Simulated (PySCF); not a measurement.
# C3H7NSi: the cost of one run

Programs: PySCF 2.14.0, with density-fitted response routines of our own. Each step states its level of theory. These are calculated values for one molecule in the gas phase, unless marked as measured. Atoms count from 0, in the outputs and in this text.

**1. The starting structure**

12 atoms, charge 0, multiplicity 1; geometry from: GFN2-xTB. The atoms were then displaced at random by about 0.01 Å, so the start is not that level's minimum.

Bonds of the start (Å): C0–C1 1.30, C1–C2 1.44, C2–N3 1.29, N3–Si4 1.68, C0–H5 1.10, C0–H6 1.09, C1–H7 1.07, C2–H8 1.12, Si4–H9 1.47, Si4–H10 1.48, Si4–H11 1.45.

**2. Relaxing the molecule at PBE0-D3(BJ)/def2-SVP**

What the job is given:

```
{"job": {"xc": "PBE0", "basis": "def2-SVP", "d3": "d3bj", "grid": 1, "shake": 0.01, "kind": "geom"}, "charge": 0, "multiplicity": 1}
C     -2.520670     0.646870     0.360270
C     -1.571110    -0.132250    -0.062970
C     -0.181110     0.173360     0.129260
N      0.774290    -0.570150    -0.322600
Si     2.452090    -0.539950    -0.322380
H     -3.583880     0.448040     0.189050
H     -2.319200     1.591940     0.875100
H     -1.758610    -1.043770    -0.590940
H      0.044290     1.102160     0.721290
H      2.815880    -1.787160     0.358260
H      3.084170     0.596730     0.382070
H      2.803560    -0.514090    -1.725440
```

Launch:

```console
> OMP_NUM_THREADS=1 python probes_run.py task.json out
```

This one command runs all jobs of the session in turn.

**Question.** How long does this first job take on 1 thread of Arm Neoverse N1, shared host, and how much memory does it need?

About 60 s, with a peak of 0.45 GiB.
